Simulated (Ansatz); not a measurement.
# BH₇SSi₂: up Jacob's ladder to CCSD(T)

The task here is to estimate one member of a computed series from the others.

Program: Ansatz 0.2.0, Gaussian basis. Level of theory: functionals in def2-TZVPP, the program's frozen cores in correlated methods. These are calculated values, not measurements.

Plan: PBE-D4, r2SCAN-D4, PBE0-D4, B3LYP-D4, ωB97X-V, ωB97M-V, B2PLYP; CCSD(T)/def2-TZVPP; MP2/def2-QZVPP; extrapolation to the limit.

### The geometry

The geometry comes from an earlier relaxation with PBE0-D4 in a triple-zeta def2 set; it is a stationary point, not always the lowest conformer.

SMILES `[SiH3]BS[SiH3]`, 11 atoms, charge 0, spin multiplicity 1.

Atoms are counted from 1 here; the program's logs count them from 0.

Bond lengths: Si1–B2 2.010 Å, Si1–H5 1.491 Å, Si1–H6 1.491 Å, Si1–H7 1.488 Å, B2–S3 1.774 Å, B2–H8 1.198 Å, S3–Si4 2.159 Å, Si4–H9 1.482 Å, Si4–H10 1.484 Å, Si4–H11 1.482 Å. Angles: B2–Si1–H5 109.7°, B2–Si1–H6 109.6°, B2–Si1–H7 112.9°, H5–Si1–H6 107.5°, H5–Si1–H7 108.5°, H6–Si1–H7 108.5°, Si1–B2–S3 119.7°, Si1–B2–H8 120.9°, S3–B2–H8 119.5°, B2–S3–Si4 99.8°, S3–Si4–H9 109.5°, S3–Si4–H10 107.4°, S3–Si4–H11 109.5°, H9–Si4–H10 110.1°, H9–Si4–H11 110.2°, H10–Si4–H11 110.1°.

Set-up of the first run:

Input file in.yaml:

```yaml
crystal:
  periodic: [false, false, false]
  atoms:
    - {symbol: Si, position_ang: [-2.016372, 0.978065, 1.024421]}
    - {symbol: B, position_ang: [-0.518609, 0.056487, 0.050164]}
    - {symbol: S, position_ang: [1.162741, 0.397397, 0.500974]}
    - {symbol: Si, position_ang: [2.187698, -0.886499, -0.900428]}
    - {symbol: H, position_ang: [-2.847606, 1.747020, 0.054465]}
    - {symbol: H, position_ang: [-2.900003, -0.039566, 1.662278]}
    - {symbol: H, position_ang: [-1.533452, 1.911598, 2.077706]}
    - {symbol: H, position_ang: [-0.746052, -0.721204, -0.832132]}
    - {symbol: H, position_ang: [1.847658, -0.479122, -2.284302]}
    - {symbol: H, position_ang: [3.644144, -0.727201, -0.665277]}
    - {symbol: H, position_ang: [1.785153, -2.293776, -0.667370]}
basis:
  gaussian: {orbitals: def2-TZVPP}
hamiltonian: {xc: pbe, dispersion: d4}
output: {forces: true, orbitals: {seedname: orbitals}}
```

On the command line:

```
ansatz run in.yaml --threads 4 --pin off --events-out ev --progress --plain --max-ram 10444MiB
```

Steps of the session up to this table: PBE-D4 (GGA); r2SCAN-D4 (meta-GGA); PBE0-D4 (hybrid); B3LYP-D4 (hybrid); ωB97X-V (range-separated); ωB97M-V (range-separated); B2PLYP (double hybrid); CCSD(T) in def2-TZVPP; MP2 in def2-QZVPP.

One of the session's tables, all rows but one given; the rest of the session is left out.

| method | atomisation energy (kJ/mol) |
| --- | --- |
| PBE-D4 | 3363.1 |
| r2SCAN-D4 | 3391.8 |
| PBE0-D4 | 3354.1 |
| B3LYP-D4 | 3377.2 |
| ωB97X-V | 3407.3 |
| ωB97M-V | 3388.0 |
| B2PLYP | 3328.0 |
| HF/def2-TZVPP | 2598.6 |
| MP2/def2-TZVPP | 3282.0 |
| CCSD/def2-TZVPP | 3252.7 |
| CCSD(T)/def2-TZVPP | 3288.9 |
| MP2/CBS | 3365.5 |
| CCSD(T)/CBS | ? |

**Question.** Estimate the row for CCSD(T)/CBS.

**Answer.** atomisation energy (kJ/mol): 3372.4. In the column «atomisation energy (kJ/mol)» it lies between MP2/CBS (3365.5) and B3LYP-D4 (3377.2).

To keep in mind: Free atoms (2 Si, 1 B, 1 S, 7 H) were run apart at each level; the atomisation energy is their sum less the molecule, without zero-point or spin-orbit terms.
